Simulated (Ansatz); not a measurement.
**HfCl+ (quintet): the correlation ladder, def2-QZVPP**

The task here is to estimate one member of a computed series from the others.

Computed with Ansatz 0.2.0, Gaussian basis. Level: def2-QZVPP, core rule «outside noble gas», up to 9 orbitals frozen.

Plan: UHF; ROHF; CCSD(T) on UHF.

2 further runs of the same task are left out: 2 set aside as unsound or not needed.

## What is computed

The geometry is a PBE0/def2-TZVP stationary point (not a proven minimum) of the parent state, kept for this charge and spin. No spin-orbit coupling is included. Elements past krypton take def2 core potentials.

2 atoms, charge 1, spin multiplicity 5.

Atoms are counted from 1 here; the program's logs count them from 0.

Bond lengths: Hf1–Cl2 2.226 Å.

Geometry (Å):

```xyz
2
charge 1, multiplicity 5
Hf    0.0000    0.0000    0.0000
Cl    0.0000    0.0000    2.2264
```

Set-up of the first run:

in.yaml

```yaml
crystal:
  periodic: [false, false, false]
  atoms:
    - {symbol: Hf, position_ang: [0.000000, 0.000000, 0.000000]}
    - {symbol: Cl, position_ang: [0.000000, 0.000000, 2.226400]}
basis:
  gaussian: {orbitals: "def2-QZVPP.json"}
total_charge: 1
magnetization: {spin_polarized: true, initial_magnetization: 4}
hamiltonian: {xc: hf}
output: {orbitals: {seedname: orbitals}}
```

Run with:

```bash
ansatz run in.yaml --threads 1 --pin off --events-out ev --progress --plain --max-ram 3968MiB --backend cpu
```

Among the steps run: UHF; ROHF; CCSD(T) on UHF.

One of the session's tables, all rows but one given; the rest of the session is left out.

```
  method  from UCCSD(T) (kJ/mol)
    ROHF                  +663.1
     UHF                  +634.5
    UMP2                   +93.8
   UCCSD                       ?
UCCSD(T)                       0
```

Estimate the missing values for UCCSD.

**Answer.** from UCCSD(T) (kJ/mol): +24.5. In the column «from UCCSD(T) (kJ/mol)» it lies between UCCSD(T) (0) and UMP2 (+93.8).
